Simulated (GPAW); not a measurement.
WS, 2 atoms in the cell. Symmetry: Pm-3m, No. 221, cubic system. Conventional cell: a = 3.008 Å, b = 3.008 Å, c = 3.008 Å, α = 90.00°, β = 90.00°, γ = 90.00°. Around W (site symmetry m-3m) lie 8 S at 2.60 Å. S (site symmetry m-3m) is surrounded by 8 W at 2.60 Å. The cell was built by a generator and needn't be a form met in nature.

| Quantity | Value |
| --- | --- |
| Program | GPAW 26.7.0 |
| Task | single point |
| Functional | PBE |
| Potentials or basis | GPAW PAW data sets (gpaw-data 1.2.1) |
| Cutoff | 600 eV |
| Basis | pw |
| k mesh | 9 × 9 × 9 |
| Occupations | fermi-dirac, width 0.05 eV |
| Spin | no spin polarisation |
| Maxiter | 150 |

Potentials or basis: GPAW PAW data sets (gpaw-data 1.2.1), pw.

The run is started by

```bash
$ OMP_NUM_THREADS=1 python run.py
```

Hardware: 1 thread of Arm Neoverse V1, with other jobs on the host.

**Question.** Estimate the wall time of this run.

**Answer.** It took 15 s on 1 thread of Arm Neoverse V1 (shared host), peak memory 0.14 GiB. Counts: scf iterations 9, plane waves 931, bands 20, k points 35.
